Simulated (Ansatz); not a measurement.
This script makes an atomisation energy of CH₅GaGe, SMILES [CH2]1[GaH][GeH2]1 with Ansatz 0.2.0, Python API.

`ch5gage.xyz`
```text
8

C    -0.87560    0.37110   -0.59440
Ga    1.02530    1.44630    0.25570
Ge    0.23880   -0.62540    0.50440
H    -1.42270   -0.25520   -1.27120
H    -0.32750    1.11130   -1.24340
H     0.50240    0.87470    1.46420
H     1.43560   -1.21760   -0.34830
H    -0.48430   -1.76240    1.17720
```

Script `run_tae.py`:
```python
"""Atomisation energy of CH5GaGe at the given geometry."""

from collections import Counter

import ansatz as az


def total_energy(molecule, charge=0, unpaired=0):
    calc = (
        molecule.calculation()
        .basis(gaussian="6-31G*")
        .correlation("CCSD(T)")
    )
    if charge:
        calc = calc.charge(charge)
    if unpaired:
        calc = calc.spin("collinear", total=unpaired)
    report = calc.run().report
    if report["published_state_doubts"]:
        print("  doubts:", report["published_state_doubts"])
    return report["free_energy_ev"]

mol = az.Crystal.molecule_from_extxyz("ch5gage.xyz")

# Hund ground states
unpaired = {"C": 2, "Ga": 1, "Ge": 2, "H": 1}
counts = Counter(site.symbol for site in mol.cartesian_sites)
atom_energy = {s: total_energy(az.Crystal.molecule().atom(s, (0, 0, 0)), 0, unpaired[s]) for s in counts}
whole = total_energy(mol, 0, 0)
for s, e in atom_energy.items():
    print(f"{s:2s} x{counts[s]}  {e:14.5f} eV")
print(f"CH5GaGe: {whole:.5f} eV")
split = sum(counts[s] * e for s, e in atom_energy.items()) - whole
print(f"atomisation energy (no zero-point term): {96.485332 * split:.1f} kJ/mol, {split / sum(counts.values()):.3f} eV an atom")
```

What does it cost to take this molecule apart into atoms?

1512.3 kJ/mol from the electronic energies, without the zero-point term.

What the script printed:

```console
$ python run_tae.py
C  x1     -1027.30433 eV
Ga x1    -52331.88385 eV
Ge x1    -56470.52018 eV
H  x5       -13.55761 eV
CH5GaGe: -109913.17031 eV
atomisation energy (no zero-point term): 1512.3 kJ/mol, 1.959 eV an atom
```

Notes:
- The settings weren't tested for convergence.
- The geometry is a force-field or estimated start, not a minimum of this method, and the basis set is short of its limit. All parts are taken at fixed geometry, without zero-point energy.
- In double-zeta sets correlated atomisation energies come out some 10 to 15 % low.
- It ran for 16 s on 1 thread of Arm Neoverse V2 (shared host), peak memory 0.39 GiB.

(Lines on the test bed's own set-up are left out of the output.)
